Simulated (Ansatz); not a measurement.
# F₂HHfIO: up Jacob's ladder to CCSD(T)

An exercise on one series of results from a longer session: the logs are not shown, and one member is left open.

The runs use Ansatz 0.2.0, Gaussian basis; functionals in def2-TZVPP, the program's frozen cores in correlated methods.

The runs, in order: LDA (SPW92), PBE-D4, revPBE-D4, BLYP-D4, r2SCAN-D4, B97M-V, PBE0-D4, B3LYP-D4, r2SCANh-D4, r2SCAN0-D4, HSE06-D4, BHLYP-D4, CAM-B3LYP-D4, LC-ωPBE, ωB97X-V, ωB97M-V, B2PLYP, PBE-QIDH; CCSD(T)/def2-SVP; CCSD(T)/def2-TZVPP; MP2/def2-QZVPP; extrapolation to the limit; RPA on PBE.

### Structure used throughout

The geometry comes from an earlier relaxation with PBE0-D4 in a triple-zeta def2 set; it is a stationary point. Hf, I take the def2 core potential; no spin-orbit term is included.

SMILES `[OH][Hf]([F])([F])[I]`, 6 atoms, charge 0, spin multiplicity 1.

Atoms are counted from 1 here; the program's logs count them from 0.

Bond lengths: O1–Hf2 1.890 Å, O1–H6 0.952 Å, Hf2–F3 1.897 Å, Hf2–F4 1.897 Å, Hf2–I5 2.727 Å. Angles: Hf2–O1–H6 177.5°, O1–Hf2–F3 109.3°, O1–Hf2–F4 109.3°, O1–Hf2–I5 110.3°, F3–Hf2–F4 108.0°, F3–Hf2–I5 110.0°, F4–Hf2–I5 110.0°.

Geometry (Å):

```xyz
6
charge 0, multiplicity 1
O    -0.9445    0.9741    0.5336
Hf    0.2921   -0.3407   -0.0276
F     1.9287   -0.0973    0.8999
F    -0.3801   -2.0596    0.4102
I     0.7104   -0.1620   -2.7167
H    -1.5645    1.6216    0.8544
```

Set-up of the first run:

File in.yaml:

```yaml
crystal:
  periodic: [false, false, false]
  atoms:
    - {symbol: O, position_ang: [-0.944536, 0.974092, 0.533626]}
    - {symbol: Hf, position_ang: [0.292067, -0.340743, -0.027557]}
    - {symbol: F, position_ang: [1.928700, -0.097272, 0.899920]}
    - {symbol: F, position_ang: [-0.380052, -2.059635, 0.410248]}
    - {symbol: I, position_ang: [0.710377, -0.162006, -2.716705]}
    - {symbol: H, position_ang: [-1.564457, 1.621564, 0.854369]}
basis:
  gaussian: {orbitals: def2-TZVPP}
hamiltonian: {xc: lda}
output: {orbitals: {seedname: orbitals}}
```

Launch:

```bash
ansatz run in.yaml --threads 4 --pin off --events-out ev --progress --plain --max-ram 10444MiB
```

Among the steps run: LDA; PBE-D4 (GGA); revPBE-D4 (GGA); BLYP-D4 (GGA); r2SCAN-D4 (meta-GGA); B97M-V (meta-GGA); B3LYP-D4 (hybrid); r2SCANh-D4 (hybrid); r2SCAN0-D4 (hybrid); HSE06-D4 (hybrid); BHLYP-D4 (hybrid); CAM-B3LYP-D4 (range-separated); LC-ωPBE (range-separated); ωB97X-V (range-separated); ωB97M-V (range-separated); B2PLYP (double hybrid); PBE-QIDH (double hybrid).

One table of the session follows, with a row left open; its other results are not shown here.

It belongs to the step «Orbital energies across the functionals». 

| functional | HOMO (eV) | gap (eV) |
| --- | --- | --- |
| LDA (SPW92) | -7.01 | 4.95 |
| PBE-D4 | -6.82 | 5.04 |
| revPBE-D4 | -6.76 | 5.09 |
| BLYP-D4 | -6.64 | 4.97 |
| r2SCAN-D4 | -7.14 | 5.57 |
| B97M-V | -7.11 | 5.58 |
| PBE0-D4 | -7.99 | 7.03 |
| B3LYP-D4 | -7.73 | 6.54 |
| r2SCANh-D4 | -7.56 | 6.28 |
| r2SCAN0-D4 | -8.20 | 7.36 |
| HSE06-D4 | ? | ? |
| BHLYP-D4 | -8.96 | 8.89 |
| CAM-B3LYP-D4 | -9.20 | 9.27 |
| LC-ωPBE | -10.52 | 11.76 |
| ωB97X-V | -10.19 | 11.25 |
| ωB97M-V | -10.07 | 10.70 |

Q: Estimate the row for HSE06-D4 from the others.

**Answer.** HOMO (eV): -7.59; gap (eV): 6.26. In the column «HOMO (eV)» it lies between B3LYP-D4 (-7.73) and r2SCANh-D4 (-7.56).
